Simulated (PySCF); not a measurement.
# [Hg(NH3)3]2+: how settings move a single point

Aim: repeat the single point on relaxed [Hg(NH3)3]2+ with altered settings, some of them bad on purpose. The structure is generated, not taken from experiment.

Computed with PySCF 2.14.0. Level: TPSS, Hg def2-SVP with ECP60, N def2-SVP, H def2-SVP; scalar-relativistic core potentials, no spin–orbit coupling.

3 further runs of the same task are left out: 2 for a known fault of the program, 1 that didn't finish.

### 1 The system as given

13 atoms, charge 2, spin multiplicity 1.

Bond lengths: Hg1–N2 2.283 Å, Hg1–N6 2.283 Å, Hg1–N10 2.283 Å, N2–H3 1.033 Å, N2–H4 1.033 Å, N2–H5 1.033 Å, N6–H7 1.033 Å, N6–H8 1.033 Å, N6–H9 1.033 Å, N10–H11 1.033 Å, N10–H12 1.033 Å, N10–H13 1.033 Å. Angles: N2–Hg1–N6 120.0°, N2–Hg1–N10 120.0°, N6–Hg1–N10 120.0°, Hg1–N2–H3 111.9°, Hg1–N2–H4 111.9°, Hg1–N2–H5 112.5°, H3–N2–H4 106.8°, H3–N2–H5 106.7°, H4–N2–H5 106.7°, Hg1–N6–H7 111.9°, Hg1–N6–H8 111.9°, Hg1–N6–H9 112.5°, H7–N6–H8 106.8°, H7–N6–H9 106.7°, H8–N6–H9 106.7°, Hg1–N10–H11 111.9°, Hg1–N10–H12 111.9°, Hg1–N10–H13 112.5° and more.

Geometry (Å):

```xyz
13

Hg    0.00000    0.00000    0.00000
N     2.28344    0.00230    0.00000
H     2.66995   -0.47783    0.82927
H     2.66995   -0.47783   -0.82927
H     2.67764    0.95670    0.00000
N    -1.14371    1.97637    0.00000
H    -0.92117    2.55116    0.82927
H    -0.92117    2.55116   -0.82927
H    -2.16735    1.84055    0.00000
N    -1.13973   -1.97867    0.00000
H    -1.74879   -2.07333    0.82927
H    -1.74879   -2.07333   -0.82927
H    -0.51029   -2.79725    0.00000
```

Formal oxidation states: Hg +2. An earlier session relaxed this geometry at TPSS, Hg def2-SVP with ECP60, N def2-SVP, H def2-SVP (singlet, point group C3h).

The sound run used a (50, 194) grid (finer on f atoms), a threshold of 1e-8 and at most 55 cycles, and ended at -322.426263 Eh.

### 2 Try 1

Input file run.py (the lines that set the calculation):

```python
mol = gto.M(atom='''
Hg     0.00000     0.00000     0.00000
N      2.28344     0.00230     0.00000
H      2.66995    -0.47783     0.82927
H      2.66995    -0.47783    -0.82927
H      2.67764     0.95670     0.00000
N     -1.14371     1.97637     0.00000
H     -0.92117     2.55116     0.82927
H     -0.92117     2.55116    -0.82927
H     -2.16735     1.84055     0.00000
N     -1.13973    -1.97867     0.00000
H     -1.74879    -2.07333     0.82927
H     -1.74879    -2.07333    -0.82927
H     -0.51029    -2.79725     0.00000''',
    basis={'Hg': 'def2-SVP', 'N': 'def2-SVP', 'H': 'def2-SVP'},
    ecp={'Hg': 'def2-SVP'},
    charge=2, spin=0)
mf = dft.RKS(mol, xc='TPSS')
mf.grids.atom_grid = (50, 194)
mf = mf.density_fit()  # fitting sets: Hg def2-universal-JKFIT, N def2-universal-JKFIT, H def2-universal-JKFIT
mf.conv_tol = 1e-08; mf.max_cycle = 55
mf.kernel(dm0)  # dm0: smeared density
```

Run with:

```
$ OMP_NUM_THREADS=2 python run.py
```

The program printed:

```text
init E= -322.399328874222
  HOMO = -0.636371278295374  LUMO = -0.454772859547582  gap/eV = 4.94154
cycle= 1 E= -322.426228832245  delta_E= -0.0269  |g|= 0.0112  |ddm|= 0.272
  HOMO = -0.634130026200042  LUMO = -0.453514983590239  gap/eV = 4.91479
cycle= 2 E= -322.426181116136  delta_E= 4.77e-05  |g|= 0.0187  |ddm|= 0.0337
  HOMO = -0.635284727570341  LUMO = -0.45414837857154  gap/eV = 4.92897
cycle= 3 E= -322.426262156406  delta_E= -8.1e-05  |g|= 0.00179  |ddm|= 0.0189
  HOMO = -0.635296118646555  LUMO = -0.454114748594531  gap/eV = 4.93020
cycle= 4 E= -322.426262702914  delta_E= -5.47e-07  |g|= 0.000656  |ddm|= 0.00236
  HOMO = -0.635263878352869  LUMO = -0.454069168381348  gap/eV = 4.93056
cycle= 5 E= -322.426262774578  delta_E= -7.17e-08  |g|= 0.000347  |ddm|= 0.00111
  HOMO = -0.635283059425968  LUMO = -0.454075789875638  gap/eV = 4.93090
cycle= 6 E= -322.426262802044  delta_E= -2.75e-08  |g|= 9e-05  |ddm|= 0.000422
  HOMO = -0.635293334629233  LUMO = -0.454084339120667  gap/eV = 4.93095
cycle= 7 E= -322.426262804159  delta_E= -2.11e-09  |g|= 5.88e-06  |ddm|= 0.000125
  HOMO = -0.635292259483637  LUMO = -0.454083918383454  gap/eV = 4.93093
Extra cycle  E= -322.426262804151  delta_E= 8.07e-12  |g|= 8.82e-06  |ddm|= 1.57e-05
converged SCF energy = -322.426262804151
```

It took 12 s on 2 threads of Arm Neoverse V1, shared host.

Changed: the starting guess (smeared density). It converges in 7 cycles, at the sound run's energy within 0.001 eV, with a largest force component of 0.01 eV/Å. The result survives the change.

### 3 Try 2

run.py (the lines that set the calculation), as its differences from that of step 2:

```diff
@@ -18,5 +18,5 @@
 mf = dft.RKS(mol, xc='TPSS')
-mf.grids.atom_grid = (50, 194)
+mf.grids.atom_grid = (99, 590)
 mf = mf.density_fit()  # fitting sets: Hg def2-universal-JKFIT, N def2-universal-JKFIT, H def2-universal-JKFIT
 mf.conv_tol = 1e-08; mf.max_cycle = 55
-mf.kernel(dm0)  # dm0: smeared density
+mf.kernel(dm0)  # dm0: free metal ions and neutral atoms
```

Run with:

```
$ OMP_NUM_THREADS=2 python run.py
```

The program printed:

```text
init E= -321.766379506229
  HOMO = -0.81026967717011  LUMO = -0.653515074495749  gap/eV = 4.26551
cycle= 1 E= -322.210384247182  delta_E= -0.444  |g|= 0.887  |ddm|= 3.93
  HOMO = -0.476350797385218  LUMO = -0.328003195825435  gap/eV = 4.03674
cycle= 2 E= -322.123147652709  delta_E= 0.0872  |g|= 1.16  |ddm|= 2.48
  HOMO = -0.633981104101881  LUMO = -0.447523697885133  gap/eV = 5.07376
cycle= 3 E= -322.423156288672  delta_E= -0.3  |g|= 0.11  |ddm|= 1.15
  HOMO = -0.633899274728743  LUMO = -0.45372560540061  gap/eV = 4.90278
cycle= 4 E= -322.42576420684  delta_E= -0.00261  |g|= 0.0503  |ddm|= 0.203
  HOMO = -0.63526800420144  LUMO = -0.453811351653739  gap/eV = 4.93769
cycle= 5 E= -322.42627166212  delta_E= -0.000507  |g|= 0.0171  |ddm|= 0.072
  HOMO = -0.635279285929295  LUMO = -0.454078899258056  gap/eV = 4.93071
cycle= 6 E= -322.426337805767  delta_E= -6.61e-05  |g|= 0.00143  |ddm|= 0.0228
  HOMO = -0.635286393506373  LUMO = -0.454033876955265  gap/eV = 4.93213
cycle= 7 E= -322.426338402816  delta_E= -5.97e-07  |g|= 8.09e-05  |ddm|= 0.00243
  HOMO = -0.635301379265638  LUMO = -0.454049293324069  gap/eV = 4.93212
cycle= 8 E= -322.426338404575  delta_E= -1.76e-09  |g|= 9.25e-06  |ddm|= 0.000122
  HOMO = -0.635300241729966  LUMO = -0.454048791307127  gap/eV = 4.93210
Extra cycle  E= -322.426338404483  delta_E= 9.15e-11  |g|= 2.13e-05  |ddm|= 3.21e-05
converged SCF energy = -322.426338404483
```

Wall time 42 s (2 threads of Arm Neoverse V1, shared host).

Changed: the integration grid, to (99, 590). It converges in 8 cycles, -0.002 eV from the sound run, with a largest force component of 0.00 eV/Å. The result survives the change.

### 4 Try 3

Input file run.py (the lines that set the calculation):

```python
mol = gto.M(atom='''
Hg     0.00000     0.00000     0.00000
N      2.55746     0.00257     0.00000
H      2.99035    -0.53516     0.92878
H      2.99035    -0.53516    -0.92878
H      2.99896     1.07150     0.00000
N     -1.28096     2.21353     0.00000
H     -1.03171     2.85730     0.92878
H     -1.03171     2.85730    -0.92878
H     -2.42743     2.06142     0.00000
N     -1.27650    -2.21611     0.00000
H     -1.95864    -2.32213     0.92878
H     -1.95864    -2.32213    -0.92878
H     -0.57153    -3.13292     0.00000''',
    basis={'Hg': 'def2-SVP', 'N': 'def2-SVP', 'H': 'def2-SVP'},
    ecp={'Hg': 'def2-SVP'},
    charge=2, spin=0)
mf = dft.RKS(mol, xc='TPSS')
mf.grids.atom_grid = (50, 194)
mf = mf.density_fit()  # fitting sets: Hg def2-universal-JKFIT, N def2-universal-JKFIT, H def2-universal-JKFIT
mf.conv_tol = 1e-08; mf.max_cycle = 55
mf.kernel(dm0)  # dm0: free metal ions and neutral atoms
```

Run with:

```
$ OMP_NUM_THREADS=2 python run.py
```

The program printed:

```text
init E= -321.209459826734
  HOMO = -0.738863746049498  LUMO = -0.659660048824172  gap/eV = 2.15524
cycle= 1 E= -322.041235350226  delta_E= -0.832  |g|= 0.873  |ddm|= 4.29
  HOMO = -0.417447779018879  LUMO = -0.345858376064319  gap/eV = 1.94805
cycle= 2 E= -321.917392143696  delta_E= 0.124  |g|= 1.25  |ddm|= 3.57
  HOMO = -0.594678490424931  LUMO = -0.470951944050256  gap/eV = 3.36677
cycle= 3 E= -322.317104844503  delta_E= -0.4  |g|= 0.165  |ddm|= 1.54
  HOMO = -0.613024429973722  LUMO = -0.491339490588427  gap/eV = 3.31122
cycle= 4 E= -322.322180335439  delta_E= -0.00508  |g|= 0.0857  |ddm|= 0.206
  HOMO = -0.606701547194556  LUMO = -0.489480975889052  gap/eV = 3.18973
cycle= 5 E= -322.323407509356  delta_E= -0.00123  |g|= 0.0496  |ddm|= 0.164
  HOMO = -0.609347639068238  LUMO = -0.490480568240663  gap/eV = 3.23454
cycle= 6 E= -322.324046058629  delta_E= -0.000639  |g|= 0.00169  |ddm|= 0.0567
  HOMO = -0.609378218541414  LUMO = -0.49042763276559  gap/eV = 3.23681
cycle= 7 E= -322.324046722442  delta_E= -6.64e-07  |g|= 0.00106  |ddm|= 0.0041
  HOMO = -0.609410729912895  LUMO = -0.490434126904798  gap/eV = 3.23752
cycle= 8 E= -322.324046995739  delta_E= -2.73e-07  |g|= 0.000375  |ddm|= 0.00166
  HOMO = -0.609434340094297  LUMO = -0.490451169512506  gap/eV = 3.23770
cycle= 9 E= -322.324047037989  delta_E= -4.22e-08  |g|= 3.42e-06  |ddm|= 0.000541
  HOMO = -0.609433887706019  LUMO = -0.490450751575713  gap/eV = 3.23770
cycle= 10 E= -322.324047037992  delta_E= -3.64e-12  |g|= 6.38e-07  |ddm|= 5.88e-06
  HOMO = -0.609433872417367  LUMO = -0.490450762214405  gap/eV = 3.23770
Extra cycle  E= -322.324047037991  delta_E= 1.25e-12  |g|= 1.68e-06  |ddm|= 2.67e-06
converged SCF energy = -322.324047037991
```

Wall time 10 s (2 threads of Arm Neoverse V1, shared host).

Changed: the scale of all coordinates (1.12). It converges in 10 cycles, +2.781 eV from the sound run, with a largest force component of 3.42 eV/Å. The setting is unsound, so these numbers aren't the compound's.

### 5 Try 4

Input file run.py (the lines that set the calculation):

```python
mol = gto.M(atom='''
Hg     0.00000     0.00000     0.00000
N      2.28344     0.00230     0.00000
H      2.66995    -0.47783     0.82927
H      2.66995    -0.47783    -0.82927
H      2.67764     0.95670     0.00000
N     -1.14371     1.97637     0.00000
H     -0.92117     2.55116     0.82927
H     -0.92117     2.55116    -0.82927
H     -2.16735     1.84055     0.00000
N     -1.13973    -1.97867     0.00000
H     -1.74879    -2.07333     0.82927
H     -1.74879    -2.07333    -0.82927
H     -0.51029    -2.79725     0.00000''',
    basis={'Hg': 'def2-SVP', 'N': 'def2-SVP', 'H': 'def2-SVP'},
    ecp={'Hg': 'def2-SVP'},
    charge=2, spin=0)
mf = dft.RKS(mol, xc='TPSS')
mf.grids.atom_grid = (50, 194)
mf = mf.density_fit()  # fitting sets: Hg def2-universal-JKFIT, N def2-universal-JKFIT, H def2-universal-JKFIT
mf.conv_tol = 1e-08; mf.max_cycle = 100
mf.kernel(dm0)  # dm0: core Hamiltonian
```

Run with:

```
$ OMP_NUM_THREADS=2 python run.py
```

The program printed:

```text
init E= -214.454498591944
  HOMO = -0.531171741815552  LUMO = -0.350882116277379  gap/eV = 4.90593
cycle= 1 E= -176.957275383136  delta_E= 37.5  |g|= 10.6  |ddm|= 46.6
  HOMO = -3.61808241041703  LUMO = -3.16017261341558  gap/eV = 12.46036
cycle= 2 E= -186.912325862073  delta_E= -9.96  |g|= 7.73  |ddm|= 85.2
  HOMO = -0.351293723610418  LUMO = -0.343082258850865  gap/eV = 0.22345
cycle= 3 E= -227.316008630803  delta_E= -40.4  |g|= 7.53  |ddm|= 84.1
  HOMO = -0.572519160338945  LUMO = -0.565529020172429  gap/eV = 0.19021
cycle= 4 E= -313.291022274671  delta_E=  -86  |g|= 4.56  |ddm|= 12.7
  HOMO = -0.396580539460201  LUMO = -0.375096101760095  gap/eV = 0.58462
cycle= 5 E= -295.427258509174  delta_E= 17.9  |g|=  6.8  |ddm|= 13.2
  HOMO = -0.367398943242588  LUMO = -0.360903947069042  gap/eV = 0.17674
cycle= 6 E= -313.995606493752  delta_E= -18.6  |g|= 4.49  |ddm|= 12.3
  HOMO = -0.402652370245436  LUMO = -0.381916270586204  gap/eV = 0.56426
cycle= 7 E= -318.512804505109  delta_E= -4.52  |g|= 3.35  |ddm|= 8.31
  HOMO = -0.324179042663305  LUMO = -0.320090052313625  gap/eV = 0.11127
cycle= 8 E= -305.577997096988  delta_E= 12.9  |g|= 6.22  |ddm|= 10.5
  HOMO = -0.324384303828002  LUMO = -0.320317572274023  gap/eV = 0.11066
cycle= 9 E= -305.636788179487  delta_E= -0.0588  |g|= 6.24  |ddm|= 0.0435
  HOMO = -0.328067566365192  LUMO = -0.32349319193851  gap/eV = 0.12448
cycle= 10 E= -309.71243637168  delta_E= -4.08  |g|= 6.55  |ddm|= 2.76
  HOMO = -0.326062073665545  LUMO = -0.323080407785932  gap/eV = 0.08114
cycle= 11 E= -310.738759920286  delta_E= -1.03  |g|= 6.42  |ddm|= 0.69
  HOMO = -0.329543776253005  LUMO = -0.327763661512313  gap/eV = 0.04844
cycle= 12 E= -311.923482234246  delta_E= -1.18  |g|= 6.21  |ddm|= 0.759
  HOMO = -0.576069191574073  LUMO = -0.551598991499477  gap/eV = 0.66587
cycle= 13 E= -308.46307277951  delta_E= 3.46  |g|= 5.36  |ddm|=   14
  HOMO = -0.610880437133085  LUMO = -0.526954098377267  gap/eV = 2.28375
cycle= 14 E= -321.340536771922  delta_E= -12.9  |g|= 1.99  |ddm|= 8.43
  HOMO = -0.66191480055703  LUMO = -0.522531570231918  gap/eV = 3.79281
cycle= 15 E= -322.174498808467  delta_E= -0.834  |g|= 1.03  |ddm|= 3.09
  HOMO = -0.637797042037167  LUMO = -0.470644814618073  gap/eV = 4.54844
cycle= 16 E= -322.396593130353  delta_E= -0.222  |g|= 0.348  |ddm|= 1.13
  HOMO = -0.643033773039292  LUMO = -0.473878896419457  gap/eV = 4.60294
cycle= 17 E= -322.409151928609  delta_E= -0.0126  |g|= 0.266  |ddm|= 0.497
  HOMO = -0.631627507926979  LUMO = -0.456532673639993  gap/eV = 4.76457
cycle= 18 E= -322.42112872505  delta_E= -0.012  |g|= 0.143  |ddm|= 0.429
  HOMO = -0.632185726162889  LUMO = -0.452565965483192  gap/eV = 4.88770
cycle= 19 E= -322.425996463953  delta_E= -0.00487  |g|= 0.0322  |ddm|= 0.169
  HOMO = -0.635430791491435  LUMO = -0.454413219187526  gap/eV = 4.92574
cycle= 20 E= -322.426257997752  delta_E= -0.000262  |g|= 0.00426  |ddm|= 0.04
  HOMO = -0.635248079604056  LUMO = -0.454082484656974  gap/eV = 4.92977
cycle= 21 E= -322.426262657448  delta_E= -4.66e-06  |g|= 0.000807  |ddm|= 0.005
  HOMO = -0.63530330022901  LUMO = -0.454093669228174  gap/eV = 4.93097
cycle= 22 E= -322.42626279179  delta_E= -1.34e-07  |g|= 0.000249  |ddm|= 0.00102
  HOMO = -0.635290588583754  LUMO = -0.454082537737328  gap/eV = 4.93092
cycle= 23 E= -322.426262803782  delta_E= -1.2e-08  |g|= 4.63e-05  |ddm|= 0.000239
  HOMO = -0.635293051004021  LUMO = -0.454084679825923  gap/eV = 4.93093
cycle= 24 E= -322.426262804102  delta_E= -3.2e-10  |g|= 1.71e-05  |ddm|= 4.2e-05
  HOMO = -0.63529125325715  LUMO = -0.454083540493906  gap/eV = 4.93091
Extra cycle  E= -322.426262803938  delta_E= 1.63e-10  |g|= 3.09e-05  |ddm|= 5.18e-05
converged SCF energy = -322.426262803938
```

It took 18 s on 2 threads of Arm Neoverse V1, shared host.

Changed: the starting guess (bare core Hamiltonian); the cycle limit is 100. It converges in 24 cycles, at the sound run's energy within 0.001 eV, with a largest force component of 0.01 eV/Å. The result survives the change.

### 6 Results

| run | changed | ending | energy change (eV) | cycles | time | usable |
| --- | --- | --- | --- | --- | --- | --- |
| 1 | the starting guess | converged | 0.000 | 7 | 12 s | yes |
| 2 | the integration grid | converged | -0.002 | 8 | 42 s | yes |
| 3 | the scale of all coordinates | converged | +2.781 | 10 | 10 s | no |
| 4 | the starting guess | converged | 0.000 | 24 | 18 s | yes |

3 of 4 altered runs give a usable result. 1 ended normally with numbers unfit to quote.
